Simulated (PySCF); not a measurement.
# C2H7ClOSi2: the cost of one run

Programs: PySCF 2.14.0, with density-fitted response routines of our own. Each step states its level of theory. These are calculated values for one molecule in the gas phase, unless marked as measured. Atoms are numbered from 0 throughout.

## Step 1: The molecule as given

13 atoms, charge 0, multiplicity 1; geometry from: GFN2-xTB. The atoms were then displaced at random by about 0.01 Å, so the start is not that level's minimum.

Bonds of the start (Å): O0–Si1 1.64, Si1–C2 1.87, C2–C3 1.37, C3–Si4 1.84, Si4–Cl5 2.03, O0–H6 0.95, Si1–H7 1.45, Si1–H8 1.47, C2–H9 1.08, C3–H10 1.11, Si4–H11 1.48, Si4–H12 1.44.

## Step 2: Relaxing the molecule at PBE0-D3(BJ)/def2-SVP

What the job is given:

```
{"job": {"xc": "PBE0", "basis": "def2-SVP", "d3": "d3bj", "grid": 1, "shake": 0.01, "kind": "geom"}, "charge": 0, "multiplicity": 1}
O     -2.589540    -0.699430     0.768790
Si    -2.106530     0.179510    -0.523000
C     -0.243990     0.386550    -0.514100
C      0.645580    -0.325090     0.243270
Si     2.484600    -0.188870     0.249710
Cl     3.026880     1.495230    -0.737030
H     -2.414640    -0.403090     1.659000
H     -2.528700    -0.657300    -1.625030
H     -2.705920     1.525820    -0.505130
H      0.199070     1.131580    -1.157030
H      0.178770    -1.082420     0.912060
H      2.983290    -0.065880     1.641120
H      3.076940    -1.313480    -0.422940
```

Run with:

```bash
$ OMP_NUM_THREADS=1 python probes_run.py task.json out
```

One launch serves the whole session: the jobs run in the order shown.

Q: Estimate the wall time and peak memory of this first job on 1 thread of AMD EPYC 9R45, shared host.

About 68 s, with a peak of 0.53 GiB.
